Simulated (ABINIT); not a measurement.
# AlSn (P-6m2) in ABINIT: single point with PBE

Aim: the single point of AlSn with PBE.

Everything below comes from runs of ABINIT 10.8.3 (patched build). Logs are shortened: lines on timing, memory, paths and dates and some standing lists are left out, and cuts for length are marked. The log counts tension as positive stress, the text compression.

## 1. The structure

Symmetry: P-6m2, No. 187, hexagonal system. The conventional cell has a = 4.198 Å, b = 4.198 Å, c = 3.307 Å, α = 90.00°, β = 90.00°, γ = 120.00°. Sn (site symmetry -6m2) has 6 Al at 2.93 Å and 2 Sn at 3.31 Å as nearest neighbours. Around Al (site symmetry -6m2) lie 6 Sn at 2.93 Å and 2 Al at 3.31 Å.

The cell comes from a database or a generator and needn't be the stable form of this composition.

## 2. Single point, PBE

Contents of run.abi:

```
# Pseudopotentials
pp_dirpath "./"
pseudos "Sn.upf, Al.upf"

# Structure
acell 3*1.0
rprim
     7.9332698559     0.0000000000     0.0000000000
    -3.9666349279     6.8704132302     0.0000000000
     0.0000000000     0.0000000000     6.2490351660
ntypat 2
znucl 50 13
natom 2
typat 1 2
xcart
    -0.0000000002     2.4237774074     1.6534235000
     0.0000000000     0.0000000000     0.0000000000 Angstrom

# Plane-wave basis
ecut 35.0

# k points
kptopt 1
ngkpt 5 5 6
nshiftk 1
shiftk 0.0 0.0 0.0

# Exchange and correlation
ixc 11

# Bands and occupations
nband 13
occopt 3
tsmear 0.00183747

# SCF cycle
nstep 100
tolvrs 1.0e-10

# Output
iomode 3
prtwf 0
prtden 0
prteig 0
prtebands 0
```

Potentials or basis: PseudoDojo NC SR PBE v0.4.1 standard.

Started as:

```
> mpirun --bind-to none -np 4 abinit run.abi > log 2>&1
```

run.abo:

```text
.Version 10.8.3 of ABINIT
 Symmetries : space group P-6 m 2 (#187); Bravais hP (primitive hexag.)
================================================================================
 Values of the parameters that define the memory need of the present run
     intxc =       0    ionmov =       0      iscf =       7    lmnmax =       6
     lnmax =       6     mgfft =      45  mpssoang =       3    mqgrid =    3001
     natom =       2  nloc_mem =       1    nspden =       1   nspinor =       1
    nsppol =       1      nsym =      12    n1xccc =    2501    ntypat =       2
    occopt =       3   xclevel =       2
       mpw =        3389          nfft =       72900          nkpt =          20
================================================================================
================================================================================

--------------------------------------------------------------------------------
------------- Echo of variables that govern the present computation ------------
--------------------------------------------------------------------------------
 -outvars: echo values of preprocessed input variables --------
            acell      1.0000000000E+00  1.0000000000E+00  1.0000000000E+00 Bohr
              amu      1.18710000E+02  2.69815390E+01
             ecut      3.50000000E+01 Hartree
              ixc          11
         kptrlatt        5    0    0      0    5    0      0    0    6
          kptrlen      3.74942110E+01
            natom           2
            nband          13
            ngfft          45      45      36
             nkpt          20
            nstep         100
             nsym          12
           ntypat           2
           occopt           3
           prtden           0
        prtebands           0
           prteig           0
            prtwf           0
            rprim      7.9332698559E+00  0.0000000000E+00  0.0000000000E+00
                      -3.9666349279E+00  6.8704132302E+00  0.0000000000E+00
                       0.0000000000E+00  0.0000000000E+00  6.2490351660E+00
          spgroup         187
           tolvrs      1.00000000E-10
           tsmear      1.83747000E-03 Hartree
            typat      1  2
           xangst     -1.9999952848E-10  2.4237774074E+00  1.6534235000E+00
                      -2.1763917440E-10  1.7721139757E-09  1.1323789486E-09
            xcart     -3.7794433414E-10  4.5802754901E+00  3.1245175851E+00
                      -4.1127843389E-10  3.3488100779E-09  2.1398860837E-09
             xred      3.3333333353E-01  6.6666666715E-01  5.0000000034E-01
                       1.9187018641E-10  4.8742484123E-10  3.4243463620E-10
            znucl       50.00000   13.00000

================================================================================

 chkinp: Checking input parameters for consistency.

================================================================================
== DATASET  1 ==================================================================

--- !DatasetInfo
iteration_state: {dtset: 1, }
dimensions: {natom: 2, nkpt: 20, mband: 13, nsppol: 1, nspinor: 1, nspden: 1, mpw: 3389, }
cutoff_energies: {ecut:  35.0, pawecutdg:  -1.0, }
electrons: {nelect:   1.70000000E+01, charge:   0.00000000E+00, occopt:   3.00000000E+00, tsmear:   1.83747000E-03, }
meta: {optdriver: 0, ionmov: 0, optcell: 0, iscf: 7, paral_kgb: 0, }
...

 Exchange-correlation functional for the present dataset will be:
  GGA: Perdew-Burke-Ernzerhof functional - ixc=11
  J.P.Perdew, K.Burke, M.Ernzerhof, PRL 77, 3865 (1996)

 Real(R)+Recip(G) space primitive vectors, cartesian coordinates (Bohr,Bohr^-1):
 R(1)=  7.9332699  0.0000000  0.0000000  G(1)=  0.1260514  0.0727758  0.0000000
 R(2)= -3.9666349  6.8704132  0.0000000  G(2)=  0.0000000  0.1455517  0.0000000
 R(3)=  0.0000000  0.0000000  6.2490352  G(3)=  0.0000000  0.0000000  0.1600247
 Unit cell volume ucvol=  3.4060268E+02 bohr^3
 Angles (23,13,12)=  9.00000000E+01  9.00000000E+01  1.20000000E+02 degrees

 getcut: wavevector=  0.0000  0.0000  0.0000  ngfft=  45  45  36
         ecut(hartree)=     35.000   => boxcut(ratio)=   2.08258

--- Pseudopotential description ------------------------------------------------
- pspini: atom type   1  psp file is ./Sn.upf
12 -101130 2 -1 1628                          pspcod,pspxc,lmax,lloc,mmax
     nproj     2     2     2

- pspini: atom type   2  psp file is ./Al.upf
12 -101130 2 -1 1876                          pspcod,pspxc,lmax,lloc,mmax
     nproj     2     2     2

   6.24450277E+02                                ecore*ucvol(ha*bohr**3)
--------------------------------------------------------------------------------

================================================================================

--- !BeginCycle
iteration_state: {dtset: 1, }
solver: {iscf: 7, nstep: 100, nline: 4, wfoptalg: 0, }
tolerances: {tolvrs: 1.00E-10, }
...

     iter   Etot(hartree)      deltaE(h)  residm     vres2
 ETOT  1  -80.909958992458    -8.091E+01 6.761E-01 2.989E+00
 ETOT  2  -81.107830135884    -1.979E-01 4.674E-03 8.655E-01
 ETOT  3  -81.107983186958    -1.531E-04 9.520E-04 6.104E-02
 ETOT  4  -81.107994047505    -1.086E-05 4.916E-04 4.382E-03
 ETOT  5  -81.107994528597    -4.811E-07 2.100E-04 2.646E-04
 ETOT  6  -81.107994542275    -1.368E-08 1.665E-04 1.345E-05
 ETOT  7  -81.107994543057    -7.815E-10 8.868E-05 8.871E-08
 ETOT  8  -81.107994543064    -6.651E-12 6.655E-05 1.279E-09
 ETOT  9  -81.107994543064    -1.421E-14 3.399E-05 7.850E-11

 At SCF step    9       vres2   =  7.85E-11 < tolvrs=  1.00E-10 =>converged.

 Cartesian components of stress tensor (hartree/bohr^3)
  sigma(1 1)= -6.08609073E-06  sigma(3 2)=  0.00000000E+00
  sigma(2 2)= -6.08609060E-06  sigma(3 1)=  0.00000000E+00
  sigma(3 3)=  1.62412512E-05  sigma(2 1)= -3.91278048E-14

--- !ResultsGS
iteration_state: {dtset: 1, }
comment   : Summary of ground state results
lattice_vectors:
- [  7.9332699,   0.0000000,   0.0000000, ]
- [ -3.9666349,   6.8704132,   0.0000000, ]
- [  0.0000000,   0.0000000,   6.2490352, ]
lattice_lengths: [   7.93327,    7.93327,    6.24904, ]
lattice_angles: [ 90.000,  90.000, 120.000, ] # degrees, (23, 13, 12)
lattice_volume:   3.4060268E+02
convergence: {deltae: -1.421E-14, res2:  7.850E-11, residm:  3.399E-05, diffor: null, }
etotal    :  -8.11079945E+01
entropy   :   0.00000000E+00
fermie    :   1.88844666E-01
cartesian_stress_tensor: # hartree/bohr^3
- [ -6.08609073E-06,  -3.91278048E-14,   0.00000000E+00, ]
- [ -3.91278048E-14,  -6.08609060E-06,   0.00000000E+00, ]
- [  0.00000000E+00,   0.00000000E+00,   1.62412512E-05, ]
pressure_GPa:  -3.9905E-02
xred      :
- [  3.3333E-01,   6.6667E-01,   5.0000E-01, Sn]
- [  1.9187E-10,   4.8742E-10,   3.4243E-10, Al]
cartesian_forces: # hartree/bohr
- [ -0.00000000E+00,  -0.00000000E+00,  -0.00000000E+00, ]
- [ -0.00000000E+00,  -0.00000000E+00,  -0.00000000E+00, ]
force_length_stats: {min:   0.00000000E+00, max:   0.00000000E+00, mean:   0.00000000E+00, }
...

 Integrated electronic density in atomic spheres:
 ------------------------------------------------
 Atom  Sphere_radius  Integrated_density
    1        2.00000         10.56730776
    2        2.00000          0.83799498
================================================================================

 ----iterations are completed or convergence reached----

 Mean square residual over all n,k,spin=   16.755E-08; max=  33.992E-06
 reduced coordinates (array xred) for    2 atoms
       0.333333333525      0.666666667154      0.500000000342
       0.000000000192      0.000000000487      0.000000000342
 rms dE/dt=  0.0000E+00; max dE/dt=  0.0000E+00; dE/dt below (all hartree)
    1       0.000000000000      0.000000000000      0.000000000000
    2       0.000000000000      0.000000000000      0.000000000000

 cartesian coordinates (angstrom) at end:
    1     -0.00000000020000     2.42377740740000     1.65342350000000
    2     -0.00000000021764     0.00000000177211     0.00000000113238

 cartesian forces (hartree/bohr) at end:
    1     -0.00000000000000    -0.00000000000000    -0.00000000000000
    2     -0.00000000000000    -0.00000000000000    -0.00000000000000
 frms,max,avg= 0.0000000E+00 0.0000000E+00   0.000E+00  0.000E+00  0.000E+00 h/b

 cartesian forces (eV/Angstrom) at end:
    1     -0.00000000000000    -0.00000000000000    -0.00000000000000
    2     -0.00000000000000    -0.00000000000000    -0.00000000000000
 frms,max,avg= 0.0000000E+00 0.0000000E+00   0.000E+00  0.000E+00  0.000E+00 e/A
 length scales=  1.000000000000  1.000000000000  1.000000000000 bohr
              =  0.529177210544  0.529177210544  0.529177210544 angstroms
 Fermi (or HOMO) energy (hartree) =   0.18884   Average Vxc (hartree)=  -0.35252
 Eigenvalues (hartree) for nkpt=  20  k points:
 kpt#   1, nband= 13, wtk=  0.00667, kpt=  0.0000  0.0000  0.0000 (reduced coord)
  -0.59927   -0.59456   -0.59456   -0.59443   -0.59443   -0.19606    0.18003    0.18003
   0.21379    0.28406    0.30302    0.30302    0.37918
      occupation numbers for kpt#   1
   2.00000    2.00000    2.00000    2.00000    2.00000    2.00000    1.98366    1.98366
   0.00000    0.00000    0.00000    0.00000    0.00000
 prteigrs : prtvol=0 or 1, do not print more k-points.

--- !EnergyTerms
iteration_state     : {dtset: 1, }
comment             : Components of total free energy in Hartree
kinetic             :  4.77275452665921E+01
hartree             :  2.19681838797858E+01
xc                  : -2.30857178058683E+01
Ewald energy        : -4.57657341157096E+01
psp_core            :  1.83336867961080E+00
local_psp           : -6.18564457659320E+01
non_local_psp       : -2.19288681203681E+01
internal            : -8.11076679818893E+01
'-kT*entropy'       : -3.26561174233189E-04
total_energy        : -8.11079945430635E+01
total_energy_eV     : -2.20706096714822E+03
band_energy         : -5.72974607626856E+00
...

 Cartesian components of stress tensor (hartree/bohr^3)
  sigma(1 1)= -6.08609073E-06  sigma(3 2)=  0.00000000E+00
  sigma(2 2)= -6.08609060E-06  sigma(3 1)=  0.00000000E+00
  sigma(3 3)=  1.62412512E-05  sigma(2 1)= -3.91278048E-14

-Cartesian components of stress tensor (GPa)         [Pressure= -3.9905E-02 GPa]
- sigma(1 1)= -1.79058971E-01  sigma(3 2)=  0.00000000E+00
- sigma(2 2)= -1.79058967E-01  sigma(3 1)=  0.00000000E+00
- sigma(3 3)=  4.77834107E-01  sigma(2 1)= -1.15117976E-09

== END DATASET(S) ==============================================================
================================================================================

 -outvars: echo values of variables after computation  --------
            acell      1.0000000000E+00  1.0000000000E+00  1.0000000000E+00 Bohr
           etotal     -8.1107994543E+01
            fcart     -0.0000000000E+00 -0.0000000000E+00 -0.0000000000E+00
                      -0.0000000000E+00 -0.0000000000E+00 -0.0000000000E+00
            rprim      7.9332698559E+00  0.0000000000E+00  0.0000000000E+00
                      -3.9666349279E+00  6.8704132302E+00  0.0000000000E+00
                       0.0000000000E+00  0.0000000000E+00  6.2490351660E+00
           strten     -6.0860907323E-06 -6.0860905966E-06  1.6241251177E-05
                       0.0000000000E+00  0.0000000000E+00 -3.9127804849E-14
           xangst     -1.9999952848E-10  2.4237774074E+00  1.6534235000E+00
                      -2.1763917440E-10  1.7721139757E-09  1.1323789486E-09
             xred      3.3333333353E-01  6.6666666715E-01  5.0000000034E-01
                       1.9187018641E-10  4.8742484123E-10  3.4243463620E-10
 Calculation completed.
```

Wall time 8.8 s (4 MPI ranks of Arm Neoverse V1, shared host); peak memory 0.28 GiB.

Results:

```yaml
Free_energy: -2207.0610 eV
Pressure: 0.0 GPa
Band_gap_on_the_k_mesh: none (metal or under the smearing width)
Valence_electrons_inside_the_program's_atomic_spheres: Sn 10.57; Al 0.84
```

Stress tensor (GPa, compression positive):
```
 0.18  0.00  0.00
 0.00  0.18  0.00
 0.00  0.00 -0.48
```
